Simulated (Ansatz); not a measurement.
# BClFH: interaction energy of a dimer with the counterpoise correction

How strongly do two molecules of BClFH bind, and how much of that is basis error? A script is to give the interaction energy of a dimer with the counterpoise correction; the system is BClFH.

Computed with Ansatz 0.2.0, driven from Python. Level of theory: MP2/def2-SVPD.

## 1. The structure

Bond lengths: F1–B2 1.475 Å, B2–Cl3 1.874 Å, B2–H4 1.170 Å. Angles: F1–B2–Cl3 122.4°, F1–B2–H4 114.0°, Cl3–B2–H4 123.6°.

No structure file is read: the coordinates are typed or built in the script.

## 2. Script

File run_dimer.py:

```python
"""Binding of a BClFH dimer at a trial geometry."""

import ansatz as az

FIRST = [
    ("F", (1.3844, 0.282, -0.4468)),
    ("B", (0.0565, -0.0761, 0.0868)),
    ("Cl", (-1.5318, 0.6156, -0.628)),
    ("H", (0.0909, -0.8214, 0.9881)),
]
SECOND = [
    ("F", (0.7235, 1.177, -5.1079)),
    ("B", (0.729, 1.5819, -3.6894)),
    ("Cl", (2.2477, 1.4146, -2.6042)),
    ("H", (-0.2928, 2.0095, -3.3125)),
]

def energy(atoms, ghosts=()):
    molecule = az.Crystal.molecule()
    for symbol, xyz in atoms:
        molecule = molecule.atom(symbol, xyz)
    calc = (
        molecule.calculation()
        .basis(gaussian="def2-SVPD")
        .correlation("mp2")
    )
    deck = calc.input()
    if ghosts:
        deck = deck.set(az.key.basis.gaussian.ghost_atoms, [{"symbol": s, "position_ang": list(xyz)} for s, xyz in ghosts])
    return az.Session.from_dict(deck).plan().execute().report["free_energy_ev"]


def main() -> None:
    # ghost atoms carry the functions of the partner
    both = energy(FIRST + SECOND)
    alone = energy(FIRST) + energy(SECOND)
    ghosted = energy(FIRST, SECOND) + energy(SECOND, FIRST)
    print(f"dimer {both:.6f} eV")
    print(f"interaction, uncorrected   {96.485332 * (both - alone):8.3f} kJ/mol")
    print(f"interaction, counterpoise  {96.485332 * (both - ghosted):8.3f} kJ/mol")
    print(f"basis-set superposition    {96.485332 * (alone - ghosted):8.3f} kJ/mol")


if __name__ == "__main__":
    main()
```

## 3. The input behind the calls

The engine receives this input (first run):

```yaml
crystal:
  periodic: [false, false, false]
  atoms:
    - { symbol: F, position_ang: [1.3844, 0.282, -0.4468] }
    - { symbol: B, position_ang: [0.0565, -0.0761, 0.0868] }
    - { symbol: Cl, position_ang: [-1.5318, 0.6156, -0.628] }
    - { symbol: H, position_ang: [0.0909, -0.8214, 0.9881] }
    - { symbol: F, position_ang: [0.7235, 1.177, -5.1079] }
    - { symbol: B, position_ang: [0.729, 1.5819, -3.6894] }
    - { symbol: Cl, position_ang: [2.2477, 1.4146, -2.6042] }
    - { symbol: H, position_ang: [-0.2928, 2.0095, -3.3125] }
basis:
  gaussian:
    orbitals: def2-SVPD
correlation:
  method: mp2
```

## 4. Launch

Launch:

```bash
$ python run_dimer.py
```

What it wrote:

```text
dimer -31808.329372 eV
interaction, uncorrected     11.641 kJ/mol
interaction, counterpoise    23.663 kJ/mol
basis-set superposition      12.022 kJ/mol
```

Wall time 15 s (1 thread of Arm Neoverse V1, shared host); peak memory 0.42 GiB.

## 5. Inputs of later runs

The engine's inputs for some of the other runs:

Run 2, against run 1:

```diff
@@ -8,4 +7,0 @@
-    - { symbol: F, position_ang: [0.7235, 1.177, -5.1079] }
-    - { symbol: B, position_ang: [0.729, 1.5819, -3.6894] }
-    - { symbol: Cl, position_ang: [2.2477, 1.4146, -2.6042] }
-    - { symbol: H, position_ang: [-0.2928, 2.0095, -3.3125] }
```

Run 3, against run 1:

```diff
@@ -4,4 +3,0 @@
-    - { symbol: F, position_ang: [1.3844, 0.282, -0.4468] }
-    - { symbol: B, position_ang: [0.0565, -0.0761, 0.0868] }
-    - { symbol: Cl, position_ang: [-1.5318, 0.6156, -0.628] }
-    - { symbol: H, position_ang: [0.0909, -0.8214, 0.9881] }
```

Run 5, against run 1:

```diff
@@ -4,4 +3,0 @@
-    - { symbol: F, position_ang: [1.3844, 0.282, -0.4468] }
-    - { symbol: B, position_ang: [0.0565, -0.0761, 0.0868] }
-    - { symbol: Cl, position_ang: [-1.5318, 0.6156, -0.628] }
-    - { symbol: H, position_ang: [0.0909, -0.8214, 0.9881] }
@@ -14,0 +11,5 @@
+    ghost_atoms:
+      - { symbol: F, position_ang: [1.3844, 0.282, -0.4468] }
+      - { symbol: B, position_ang: [0.0565, -0.0761, 0.0868] }
+      - { symbol: Cl, position_ang: [-1.5318, 0.6156, -0.628] }
+      - { symbol: H, position_ang: [0.0909, -0.8214, 0.9881] }
```

## 6. The engine's runs

From the records of these 5 runs:

```
run     system  ghost atoms  energy (eV)  iterations in all  CPU time (s)
  1  B2Cl2F2H2      not set  -31808.3294                 15           6.5
  2      BClFH      not set  -15904.2249                 11           0.7
  3      BClFH      not set  -15904.2251                 11           0.7
  4      BClFH  a list of 4  -15904.2762                 11           3.4
  5      BClFH  a list of 4  -15904.2984                 11           3.4
```

Totals carry meaning only in balanced differences at one level of theory.

## 7. What came out

| quantity | value |
| --- | --- |
| interaction energy, uncorrected | 11.641 kJ/mol |
| interaction energy, counterpoise | 23.663 kJ/mol |
| runs compared | 5 |

The pair is unbound at this geometry and level. Uncorrected it is 11.641 kJ/mol, with the counterpoise correction 23.663 kJ/mol; the difference, 12.02 kJ/mol, is the superposition error. The pose is repulsive. The dimer is a generated trial pose of unrelaxed monomers, not a minimum, so the figure is no binding energy, and the basis set is small.
